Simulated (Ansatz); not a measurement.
**MgW2: what a guessed cell relaxes into**

Aim: relax a trial structure of MgW2 and see where it ends.

Program: Ansatz 0.2.0. Level of theory: DFT PBE, scalar-relativistic, plane waves, PAW. These are calculated values, not measurements.

### 1 The starting structure

It takes space group P-3m1 (No. 164, trigonal). The conventional cell has a = 3.040 Å, b = 3.040 Å, c = 6.973 Å, α = 90.00°, β = 90.00°, γ = 120.00°. Around Mg (site symmetry -3m) lie 6 W at 2.96 Å and 6 Mg at 3.04 Å. W (site symmetry 3m) is surrounded by 9 W at 2.81 to 3.04 Å and 3 Mg at 2.96 Å.

Coordinates:

```
Mg W
1.0
     3.04033    0.00000    0.00000
    -1.52017    2.63300    0.00000
     0.00000    0.00000    6.97298
Mg W
1 2
Direct
  0.00000 0.00000 0.50000
  0.33333 0.66667 0.84257
  0.66667 0.33333 0.15743
```

The cell is invented: close-packed layers stacked ABC|A (P-3m1, No. 164). The dimensions are guesses.

### 2 The guess as it stands, on a coarse mesh

File input.yaml:

```yaml
crystal:
  lattice:
    - [3.04033006, 0.0, 0.0]
    - [-1.52016503, 2.63300306, 0.0]
    - [0.0, 0.0, 6.97297631]
  atoms:
    - { symbol: Mg, position: [0.0, 0.0, 0.5] }
    - { symbol: W, position: [0.33333333, 0.66666667, 0.84256718] }
    - { symbol: W, position: [0.66666667, 0.33333333, 0.15743282] }
basis:
  ecutwfc: 420
kpoints:
  mp_grid: { grid: [6, 6, 4] }
hamiltonian:
  xc: pbe
scf:
  occupations: { method: gaussian, width: 0.1 }
  lower_state_search: "off"
output:
  forces: true
  stress: true
  eigenvalues: true
```

On the command line:

```
ansatz run input.yaml --threads 1 --pin off --max-ram 2048MiB --backend cpu --events-out ev --progress --plain --runs-dir out
```

The session goes on with these runs: coarse relaxation; relaxation on the finer mesh.

Q: Predict the outcome of this session. Wanted: conventional cell; volume; energy over the elements; gap on the mesh.

**Answer**, as computed:

```
                              quantity                                                                       value
symmetry at the end (tolerance 0.05 Å)                                                 space group P-3m1 (No. 164)
                     conventional cell  a = 2.821 Å, b = 2.821 Å, c = 7.417 Å, α = 90.00°, β = 90.00°, γ = 120.00°
                                volume                                                               17.04 Å³/atom
              energy over the elements                                                               +0.52 eV/atom
                       gap on the mesh                                                                none (metal)
```

**Reading.** The space group P-3m1 (No. 164) is kept, and the volume per atom shrinks by 8.4 % from the first guess. The formation energy is positive, so the separate elements lie lower. No finished test with a distortion of lower symmetry is shown, so the end may be a saddle point. The runs treat W without spin-orbit coupling.
